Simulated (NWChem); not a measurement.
**InSiNH6 (SMILES N[SiH2][InH2]): levels of theory compared**

Aim: a comparison of 3 runs (HF/def2-SVP, MP2/def2-SVP, CCSD(T)/def2-SVP) of InSiNH6. 

The calculation is run with NWChem 7.3.0.

2 further runs of the same task are left out: 2 that didn't finish. Runs told in other sessions of the task aren't counted.

## (1) Starting point

The species is InSiNH6 (9 atoms), meant as a singlet with charge 0. SMILES: `N[SiH2][InH2]`. One bond was lengthened or shortened from a relaxed shape.

Bond lengths: N1–Si2 1.988 Å, Si2–In3 2.572 Å, N1–H4 1.007 Å, N1–H5 1.008 Å, Si2–H6 1.491 Å, Si2–H7 1.501 Å, In3–H8 1.735 Å, In3–H9 1.730 Å. Some angles: N1–Si2–In3 109.0°, N1–Si2–H6 107.5°, N1–Si2–H7 115.0°, In3–Si2–H6 111.6°, In3–Si2–H7 108.8°, Si2–N1–H4 119.3°, Si2–N1–H5 120.1°, Si2–In3–H8 120.6°, Si2–In3–H9 122.7°, H6–Si2–H7 104.9°.

## (2) A single-point energy at HF/def2-SVP (core potential) (run 1)

h6innsi.nw

```
start h6innsi
title "H6InNSi hf"
memory 2200 mb

geometry units bohr noautosym nocenter noautoz
N     -2.04334763     1.07432820    -2.85642119
Si     0.70637963     1.40595624    -0.31879680
In     0.50493482    -2.37236218     2.73273295
H     -2.42904073    -0.63700778    -3.59379233
H     -2.31584614     2.44362375    -4.15296229
H      0.32125344     3.84842725     1.03027868
H      3.32383928     1.57244111    -1.39972014
H     -1.04161704    -5.13400794     1.87441934
H      1.89747400    -2.33135512     5.69109920
end

basis spherical bse
* library def2-SVP
end

ecp bse
In library def2-SVP
end

scf
thresh 1e-08
maxiter 80
print low
end

task scf energy
```

Run with:

```sh
$ nwchem h6innsi.nw > h6innsi.out
```

The log of the run:

```text
[...]
  functions       =    88
[...]
  wavefunction    = RHF
[...]
         Total SCF energy =   -535.915732658577
      One-electron energy =  -1142.974822568081
      Two-electron energy =    441.758345649481
 Nuclear repulsion energy =    165.300744260024
        Time for solution =     21.0s
 Task  times  cpu:       21.8s     wall:       21.8s
[...]
```

It took 23 s on 1 thread of Intel Xeon Platinum 8259CL at 2.50GHz (Skylake/Cascade Lake), shared host; peak memory 0.099 GiB.

## (3) A single-point energy at MP2/def2-SVP (core potential) (run 2)

h6innsi.nw

```
start h6innsi
memory total 2200 mb
charge 0

geometry units au noautosym nocenter noautoz
N  -2.04334763  1.07432820 -2.85642119
Si  0.70637963  1.40595624 -0.31879680
In  0.50493482 -2.37236218  2.73273295
H  -2.42904073 -0.63700778 -3.59379233
H  -2.31584614  2.44362375 -4.15296229
H   0.32125344  3.84842725  1.03027868
H   3.32383928  1.57244111 -1.39972014
H  -1.04161704 -5.13400794  1.87441934
H   1.89747400 -2.33135512  5.69109920
end

basis "ao basis" spherical bse
* library def2-SVP
end

ecp bse
In library def2-SVP
end

scf
thresh 1e-08
maxiter 80
end

mp2
freeze core 10
tight
end

task mp2
```

Run with:

```sh
$ nwchem h6innsi.nw > h6innsi.out
```

The log of the run:

```text
[...]
  functions       =    88
[...]
  wavefunction    = RHF
[...]
         Total SCF energy =   -535.915732658577
      One-electron energy =  -1142.974822568081
      Two-electron energy =    441.758345649481
 Nuclear repulsion energy =    165.300744260024
        Time for solution =     24.8s
[...]
          Total MP2 energy          -536.281462627725
[...]
```

Run time: 31 s. Hardware: 1 thread of Intel Xeon Platinum 8259CL at 2.50GHz (Skylake/Cascade Lake), shared host; peak memory 0.23 GiB.

## (4) The energy at CCSD(T)/def2-SVP (core potential) (run 3)

m1.nw

```
start m1
memory total 2200 mb
geometry units angstrom noautosym nocenter noautoz
  N       -1.081293       0.568510      -1.511553
  Si       0.373800       0.744000      -0.168700
  In       0.267200      -1.255400       1.446100
  H       -1.285393      -0.337090      -1.901753
  H       -1.225493       1.293110      -2.197653
  H        0.170000       2.036500       0.545200
  H        1.758900       0.832100      -0.740700
  H       -0.551200      -2.716800       0.991900
  H        1.004100      -1.233700       3.011600
end
basis spherical bse
  * library def2-SVP
end
ecp bse
  In library def2-SVP
end
scf
  thresh 1e-08
  maxiter 80
end
ccsd
  freeze core 10
  maxiter 60
end
task ccsd(t) energy
```

Run with:

```sh
$ nwchem m1.nw > m1.out
```

The log of the run:

```text
[...]
  functions       =    88
[...]
  wavefunction    = RHF
[...]
         Total SCF energy =   -535.915732680233
      One-electron energy =  -1142.974846775740
      Two-electron energy =    441.758357827880
 Nuclear repulsion energy =    165.300756267626
        Time for solution =     24.9s
[...]
 Total MP2 energy:           -536.281462647487842
[...]
             energy      energy      error      ampl     ampl      Block
                                                time     time      time
[...]
 Total CCSD energy:           -536.329936712765061
[...]
 Total CCSD+T(CCSD) energy:           -536.341830035294834
[...]
 Total CCSD(T) energy:                -536.341264421264441
[...]
```

It took 4.8 min on 1 thread of Intel Xeon Platinum 8259CL at 2.50GHz (Skylake/Cascade Lake), shared host; peak memory 0.28 GiB.

## (5) Overview of the runs

| run | level | module | frozen core orbitals | energy (Eh) | wall time |
| --- | --- | --- | --- | --- | --- |
| 1 | HF/def2-SVP (core potential) | scf | – | -535.915733 | 23 s |
| 2 | MP2/def2-SVP (core potential) | mp2 | 10 | -536.281463 | 31 s |
| 3 | CCSD(T)/def2-SVP (core potential) | ccsd(t) | 10 | -536.341264 | 4.8 min |

## (6) Summary of results

```
                                           quantity          value
                                run 3: total energy  -536.34126 Eh
         run 3: HOMO energy (Hartree–Fock orbitals)       -9.69 eV
         run 3: LUMO energy (Hartree–Fock orbitals)        0.51 eV
       run 3: HOMO–LUMO gap (Hartree–Fock orbitals)       10.20 eV
run 3: correlation energy (10 core orbitals frozen)     -425.5 mEh
                              run 3: (T) correction     -11.33 mEh
```

**Reading.** Below the HF energy at the same shape and in the same basis (def2-SVP): MP2 -365.7 mEh; CCSD(T) -425.5 mEh. All runs together took 5.7 min, the longest 4.8 min.
